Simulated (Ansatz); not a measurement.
What does this script print? It uses Ansatz 0.2.0 through its Python package.

`adiabatic_br2si.py`:
```python
"""How Br2Si relaxes after losing an electron."""

import itertools

import ansatz
from ase import Atoms
from ase.data import atomic_numbers, covalent_radii
import numpy as np

atoms = Atoms(["Br", "Si", "Br"], positions=[
    (0.9688, 1.405, 0.6742),
    (-0.7154, 0.344, -0.3513),
    (-0.2643, -1.8138, -0.3362),
])
geometry = ansatz.Crystal.molecule_from_ase(atoms)

model = (
    geometry.calculation()
    .basis(gaussian="def2-SVP")
    .functional("B3LYP", dispersion="d4")
    .scf(lower_state_search="standard")
)
symbols = [site.symbol for site in geometry.cartesian_sites]
start = np.array([site.position_ang for site in geometry.cartesian_sites], dtype=float)
r = model.relax(force_tolerance=0.01, max_steps=100).run().report
end = np.array(r["positions_ang"])

minimum = ansatz.Crystal.molecule()
for symbol, place in zip(symbols, end):
    minimum = minimum.atom(symbol, place.tolist())
ion = (
    minimum.calculation()
    .basis(gaussian="def2-SVP")
    .functional("B3LYP", dispersion="d4")
    .scf(lower_state_search="standard")
    .charge(1)
    .spin("collinear", total=1)
)
vertical = ion.run().report
settled = ion.relax(force_tolerance=0.01, max_steps=80).run().report
print(f"vertical ionisation energy   {vertical['free_energy_ev'] - r['free_energy_ev']:.3f} eV")
print(f"adiabatic, no zero point     {settled['free_energy_ev'] - r['free_energy_ev']:.3f} eV")
print(f"relaxation energy of the ion {vertical['free_energy_ev'] - settled['free_energy_ev']:.3f} eV")
ionised = np.array(settled["positions_ang"])
# pairs closer than 1.2 times the sum of covalent radii, before or after
radius = [covalent_radii[atomic_numbers[s]] for s in symbols]
span = lambda where, i, j: np.linalg.norm(where[i] - where[j])
bonded = [(i, j) for i, j in itertools.combinations(range(len(symbols)), 2) if min(span(end, i, j), span(ionised, i, j)) < 1.2 * (radius[i] + radius[j])]
print("pair        before    after (A)")
for i, j in bonded:
    print(f"{symbols[i]}{i}-{symbols[j]}{j}".ljust(10), f"{span(end, i, j):8.4f} {span(ionised, i, j):8.4f}")
```

```console
$ python adiabatic_br2si.py
vertical ionisation energy   9.620 eV
adiabatic, no zero point     9.242 eV
relaxation energy of the ion 0.378 eV
pair        before    after (A)
Br0-Si1      2.2760   2.1570
Si1-Br2      2.2750   2.1570
```

What to keep in mind:
- The settings weren't tested for convergence.
- The energies are electronic: no zero-point or thermal terms, and the basis set is short of its limit. The product may relax into another structure. The relaxation finds the nearest minimum, so the adiabatic value is an upper bound.
- b3lyp holds the VWN-RPA fit, as in Gaussian; the form of ORCA and Turbomole is b3lyp5.
- Hardware and time: 43 s on 1 thread of Arm Neoverse V2, with other jobs on the host, peak memory 0.35 GiB.
